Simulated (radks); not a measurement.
**Be⁺ in 1s1.5 2s1 3d0.5: an all-electron calculation**

What are the levels of the beryllium ion Be+, how large are its shells, and how does its energy divide?

Program: radks (a radial shooting solver on a logarithmic mesh, Libxc functionals) version 1. Level of theory: scalar-relativistic Kohn-Sham, B86b exchange with PBE correlation, spin-polarised, spherical densities, point nucleus; open shells are filled with parallel spins first. These are calculated values, not measurements, unless marked.

## 1. The system

| Item | Value |
| --- | --- |
| element | beryllium (Z = 4) |
| charge | +1 |
| electrons | 3 |
| configuration | 1s1.5 2s1 3d0.5 |

## 2. Self-consistent calculation

Settings of this run:

```text
Z 4
configuration 1s1.5 2s1 3d0.5
relativity scalar-relativistic
functional b86_mgc,pbe
spin polarised
nucleus point
c 137.035999084
```

What does the calculation give?

As calculated:

```
                        quantity                   value
                    total energy       -12.06277 hartree
exchange-correlation share of it                 16.82 %
                            −T/E                  0.9974
          highest occupied level        3d up, -3.818 eV
    most extended occupied level  3d up, <r> = 5.38 bohr
 radius at density 0.001 e/bohr³               3.56 bohr
    maxima of the radial density                       2
```

**Reading.** The radial density shows 2 maxima for 3 occupied principal shells; where shells overlap, one shows as a shoulder or not at all. This is not the tabulated ground configuration, so its levels and sizes aren't those of the ground state, and no measured value stands beside it.
